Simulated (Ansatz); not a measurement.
# AlN: the cost of one run

Program: Ansatz 0.2.0. Level of theory: DFT r2SCAN, scalar-relativistic, plane waves, PAW. These are calculated values, not measurements.

## Step 1: Starting point

The structure is cubic, space group F-43m (No. 216). The conventional cell has a = 4.368 Å, b = 4.368 Å, c = 4.368 Å, α = 90.00°, β = 90.00°, γ = 90.00°. Al (site symmetry -43m) is surrounded by 4 N at 1.89 Å. Around N (site symmetry -43m) lie 4 Al at 1.89 Å.

Structure file:

```xyz
2
Lattice="0.0000 2.1840 2.1840 2.1840 0.0000 2.1840 2.1840 2.1840 0.0000" Properties=species:S:1:pos:R:3 pbc="T T T"
Al    0.0000    0.0000    0.0000
N     3.2760    3.2760    3.2760
```

It goes back to an entry of the Materials Project, which need not be the stable form.

No relaxation comes first: the listed cell is the starting point.

## Step 2: The reference cell

The reference gives a free energy of -928.4372 eV, pressure 0.26 GPa, largest force 0.000 eV/Å and gap on the mesh 3.94 eV. It was computed beforehand with the settings of the runs below.

## Step 3: Zone-centre phonons by finite displacements

input.yaml

```yaml
crystal:
  lattice:
    - [0.0, 2.1839935596, 2.1839935596]
    - [2.1839935596, 0.0, 2.1839935596]
    - [2.1839935596, 2.1839935596, 0.0]
  atoms:
    - { symbol: Al, position: [0.0, 0.0, 0.0] }
    - { symbol: "N", position: [0.75, 0.75, 0.75] }
basis:
  ecutwfc: 500
kpoints:
  mp_grid: { grid: [10, 10, 10] }
hamiltonian:
  xc: r2scan
scf:
  occupations: { method: gaussian, width: 0.05 }
output:
  eigenvalues: true
phonons:
  method: fd
  supercell: [1, 1, 1]
  amplitude: 0.02
  eigenvectors: true
  dielectric: false
```

Launch:

```sh
ansatz run input.yaml --threads 2 --pin off --max-ram 5120MiB --backend cpu --events-out ev --progress --plain --runs-dir out
```

What time and memory should one allow on 2 threads of Intel Xeon at 2.50GHz (Skylake/Cascade Lake), shared host?

About 23 s, with a peak of 0.57 GiB.
